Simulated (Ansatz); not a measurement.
# GeCCl+ (singlet): from Hartree-Fock to the top rungs, cc-pVDZ

One table from this session's results is given with a row withheld; the runs are named, their logs left out.

Method: cc-pVDZ, core rule «outside noble gas», up to 20 orbitals frozen; program: Ansatz 0.2.0, Gaussian basis.

To be run: UHF; CCSD(T) on RHF; CCSD(T) on UHF; BCCD(T) on RHF; CISD; CCSDT(Q) on RHF; CCSDT(Q) on UHF; CASSCF and MRCISD+Q, 12 electrons in 11 orbitals; CASSCF and NEVPT2, 12 electrons in 11 orbitals.

20 further runs of the same task are left out: 8 that didn't finish, 12 set aside as unsound or not needed. Runs told in other sessions of the task aren't counted.

**The system**

The geometry is a PBE0/def2-TZVP stationary point (not a proven minimum) of the parent state, kept for this charge and spin. No spin-orbit coupling is included. The filled d shell of Ge may be among the frozen orbitals whatever the setting's name suggests.

3 atoms, charge 1, spin multiplicity 1.

Atoms are counted from 1 here; the program's logs count them from 0.

Bond lengths: C1–Ge2 1.796 Å, Ge2–Cl3 2.133 Å. Angles: C1–Ge2–Cl3 180.0°.

Set-up of the first run:

File in.yaml:

```yaml
crystal:
  periodic: [false, false, false]
  atoms:
    - {symbol: C, position_ang: [0.000000, 0.000000, -1.908300]}
    - {symbol: Ge, position_ang: [0.000000, 0.000000, -0.112300]}
    - {symbol: Cl, position_ang: [0.000000, 0.000000, 2.020600]}
basis:
  gaussian: {orbitals: cc-pVDZ}
total_charge: 1
magnetization: {spin_polarized: true, initial_magnetization: 0}
hamiltonian: {xc: hf}
output: {orbitals: {seedname: orbitals}}
```

On the command line:

```sh
$ ansatz run in.yaml --threads 1 --pin off --events-out ev --progress --plain --max-ram 2393MiB
```

Among the steps run: UHF; CCSD(T) on RHF; CCSD(T) on UHF; BCCD(T) on RHF; CISD; CCSDT(Q) on RHF; CCSDT(Q) on UHF; CASSCF and MRCISD+Q, 12 electrons in 11 orbitals; CASSCF and NEVPT2, 12 electrons in 11 orbitals.

One of the session's tables, all rows but one given; the rest of the session is left out.

```
          method  from RCCSDT(Q) (kcal/mol)
             RHF                    +232.94
             UHF                    +206.03
            RMP2                     +40.31
            UMP2                     +24.55
           RCCSD                     +15.60
           UCCSD                      +1.27
        RCCSD(T)                      +4.75
        UCCSD(T)                      -9.79
         BCCD(T)                      +4.72
          RCCSDT                      +2.63
          UCCSDT                     -15.72
       RCCSDT(Q)                          0
       UCCSDT(Q)                     -19.25
  CASSCF valence                          ?
  NEVPT2 valence                     +29.31
  MRCISD valence                     +15.53
MRCISD+Q valence                      +3.83
```

Q: Estimate the row for CASSCF valence from the others.

The run gave: from RCCSDT(Q) (kcal/mol): +146.11. In the column «from RCCSDT(Q) (kcal/mol)» it lies between RMP2 (+40.31) and UHF (+206.03).

Not comparable, so not listed: CISD (they don't share determinant, frozen orbitals or solution with the rows shown, or repeat one).

Caveats from the session: The determinant of HF (⟨S²⟩ 1.01) is far from a pure spin state, so its energy mixes those of several spin states; that is harmless only where they are near-degenerate. The determinant of CCSD(T) (⟨S²⟩ 1.01) is far from a pure spin state, so its energy mixes those of several spin states; high orders of coupled cluster remove much of that, low ones don't. The determinant of CCSDT(Q) (⟨S²⟩ 1.01) is far from a pure spin state, so its energy mixes those of several spin states; high orders of coupled cluster remove much of that, low ones don't. The program flags UCCSD(T), UCCSDT(Q) as in doubt, so read those rows with care; the flags are large difference. Warnings: restricted reference is unstable; spin contamination; large T1 diagnostic. Restricted and unrestricted rows rest on different reference determinants; a gap between their highest levels can come from leftover correlation error, from unlike frozen cores or from another state.
